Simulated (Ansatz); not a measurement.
# InH3 (SMILES [H][In]([H])[H]) at 6 levels

Wanted: a comparison of 6 runs (B3LYP/STO-3G, HSE06/STO-3G, PBE/STO-3G, SVWN5/STO-3G, CCSDT(Q)/STO-3G, CCSD/STO-3G) of InH3. 

The results are computed with Ansatz 0.2.0.

27 further runs of the same task are left out: 1 that didn't finish, 26 set aside as unsound or not needed.

### 1 The molecule

InH3: 4 atoms, total charge 0, spin state singlet. SMILES: `[H][In]([H])[H]`. The H2–In1 distance was set to 3.437 Å, away from the relaxed value. At this shape a bond of the SMILES string is far longer than usual.

Bond lengths: In1–H3 1.719 Å, In1–H4 1.718 Å. Angles: H3–In1–H4 119.9°.

### 2 A single-point energy at B3LYP/STO-3G (run 1)

Input file in.yaml:

```yaml
crystal:
  periodic: [false, false, false]
  atoms:
    - symbol: In
      position_ang: [-1.717629, 0.026310, -0.014590]
    - symbol: H
      position_ang: [1.718930, -0.027790, 0.013510]
    - symbol: H
      position_ang: [-2.552779, 1.528450, -0.031830]
    - symbol: H
      position_ang: [-2.603329, -1.445830, -0.009240]
basis:
  gaussian:
    orbitals: STO-3G
hamiltonian:
  xc: {name: B3LYP}
accuracy: high
```

Started as:

```sh
$ ansatz run in.yaml --threads 1 --pin off --max-ram 2610MiB --events-out events.jsonl --progress --plain --runs-dir runs
```

What it wrote:

```text
Warning: RAYON_NUM_THREADS=1 ignored (pool sized by the plan → 1); use --threads N
Functional definition: B3LYP
  name "B3LYP"
  parameter a0 = 0.2
  parameter ax = 0.72
  parameter ac = 0.81
  exchange = (1 - a0 - ax)*slater_x + ax*b88_x + a0*exact_x
  correlation = (1 - ac)*vwn_rpa_c + ac*lyp_c
523 factors; integrals over basis functions are off by at most 4.0e-9 eV
mean field evaluation 1: about -154728.4920 eV, gradient 2.1e1 eV
mean field evaluation 2: about -154723.0036 eV, gradient 1.5e1 eV
mean field evaluation 4: about -154730.9451 eV, gradient 1.5e1 eV
mean field evaluation 8: about -154733.9979 eV, gradient 1.1e1 eV
mean field evaluation 16: about -154735.0239 eV, gradient 2.1e-9 eV
mean field -154735.02388143 eV, -5686.4072444762 hartree, gradient 2.2e-9 eV, S^2 0.000000; 0 other end points of the search recorded, 0 dependent functions left out
reference -154735.02390981 eV, -5686.4072455193 hartree; 26, 26 occupied and 4, 4 virtual orbitals, 523 factors
Total energy: -154735.02390981 eV, -5686.4072455193 hartree
```

It took 0.73 s on 1 thread of AMD EPYC 9R45 (Zen 5), shared host; peak memory 0.12 GiB.

### 3 The energy at HSE06/STO-3G (run 2)

Input file run.yaml:

```yaml
crystal:
  periodic: [false, false, false]
  atoms:
    - {symbol: In, position_ang: [-1.717629, 0.026310, -0.014590]}
    - {symbol: H, position_ang: [1.718930, -0.027790, 0.013510]}
    - {symbol: H, position_ang: [-2.552779, 1.528450, -0.031830]}
    - {symbol: H, position_ang: [-2.603329, -1.445830, -0.009240]}
basis:
  gaussian: {orbitals: STO-3G}
hamiltonian: {xc: hse06}
accuracy: high
```

Started as:

```sh
$ ansatz run run.yaml --threads 1 --pin off --max-ram 2610MiB --events-out events.jsonl --progress --plain --runs-dir runs
```

What it wrote:

```text
Warning: RAYON_NUM_THREADS=1 ignored (pool sized by the plan → 1); use --threads N
Functional definition: HSE06
  name "HSE06"
  parameter a = 0.25
  parameter omega = 0.11/bohr
  exchange = pbe_x - a*pbe_x_sr(omega) + a*exact_x_sr(omega)
  correlation = pbe_c
523 factors; integrals over basis functions are off by at most 4.0e-9 eV
49 factors; integrals over basis functions are off by at most 6.1e-10 eV
mean field evaluation 1: about -154721.6245 eV, gradient 1.9e1 eV
mean field evaluation 2: about -154715.9420 eV, gradient 1.4e1 eV
mean field evaluation 4: about -154722.9699 eV, gradient 1.4e1 eV
mean field evaluation 8: about -154726.6766 eV, gradient 1.0e1 eV
mean field evaluation 16: about -154727.6180 eV, gradient 7.5e-6 eV
mean field -154727.61804468 eV, -5686.1350849958 hartree, gradient 2.0e-8 eV, S^2 0.000000; 0 other end points of the search recorded, 0 dependent functions left out
reference -154727.61804663 eV, -5686.1350850672 hartree; 26, 26 occupied and 4, 4 virtual orbitals, 523 factors
Total energy: -154727.61804663 eV, -5686.1350850672 hartree
```

Run time: 0.7 s. Hardware: 1 thread of AMD EPYC 9R45 (Zen 5), shared host; peak memory 0.12 GiB.

Runs 3 to 5 aren't shown in full; the table further down has their settings and results.

### 4 The energy at CCSD/STO-3G (run 6)

Input file in.yaml:

```yaml
basis:
  gaussian:
    orbitals: STO-3G
crystal:
  periodic: [false, false, false]
  atoms:
    - {symbol: In, position_ang: [-1.717629, 0.026310, -0.014590]}
    - {symbol: H, position_ang: [1.718930, -0.027790, 0.013510]}
    - {symbol: H, position_ang: [-2.552779, 1.528450, -0.031830]}
    - {symbol: H, position_ang: [-2.603329, -1.445830, -0.009240]}
correlation:
  method: ccsd
  frozen_orbitals: {H: 0, In: 18}
accuracy: high
scf:
  omitted_lower_state_checks: [cluster_reference, increment]
```

Started as:

```sh
$ ansatz run in.yaml --threads 1 --pin off --max-ram 2610MiB --events-out events.jsonl --progress --plain --runs-dir runs
```

What it wrote:

```text
Warning: RAYON_NUM_THREADS=1 ignored (pool sized by the plan → 1); use --threads N
[... 12 lines left out ...]
18 core orbitals not correlated: weight in the atoms' cores, before any rotation towards them, 1.000 or more for the frozen orbitals, at most 0.000 for the correlated occupied ones
[... 31 lines left out ...]
WARN: these amplitudes may be one of several solutions (largest doubles amplitude 0.71, level shift 7.93 eV)
Total energy: -154682.34045709 eV, -5684.4711643419 hartree
Checks for a lower state left out: cluster_reference, increment
```

It took 0.36 s on 1 thread of AMD EPYC 9R45 (Zen 5), shared host.

### 5 Overview of the runs

```
run            level  frozen core orbitals   energy (Eh)  wall time
  1     B3LYP/STO-3G                     –  -5686.407246     0.73 s
  2     HSE06/STO-3G                     –  -5686.135085      0.7 s
  3       PBE/STO-3G                     –  -5685.808815     0.64 s
  4     SVWN5/STO-3G                     –  -5680.749485     0.48 s
  5  CCSDT(Q)/STO-3G                    18  -5684.475768     0.32 s
  6      CCSD/STO-3G                    18  -5684.471164     0.36 s
```

### 6 Outcome

| quantity | value |
| --- | --- |
| run 6: total energy | -5684.47116 Eh |
| run 6: correlation energy (18 core orbitals frozen) | -162.4 mEh |
| run 6: T1 diagnostic | 0.043 |

In words: Totals of different functionals can't be ranked against each other. In run 6 the T1 diagnostic is large, so a single reference may not serve. In runs 5, 6 the log says that unrestricted orbitals would lower the reference, so the values rest on an unstable closed-shell determinant (other closed-shell runs at this shape may share the fault). In runs 1, 2, 3, 4, 5, 6 the basis is minimal, so the values are rough. In runs 1, 2, 3, 4, 5, 6 relativity is left out where basis or elements ask for it. All runs together took 3.2 s, the longest 0.73 s.
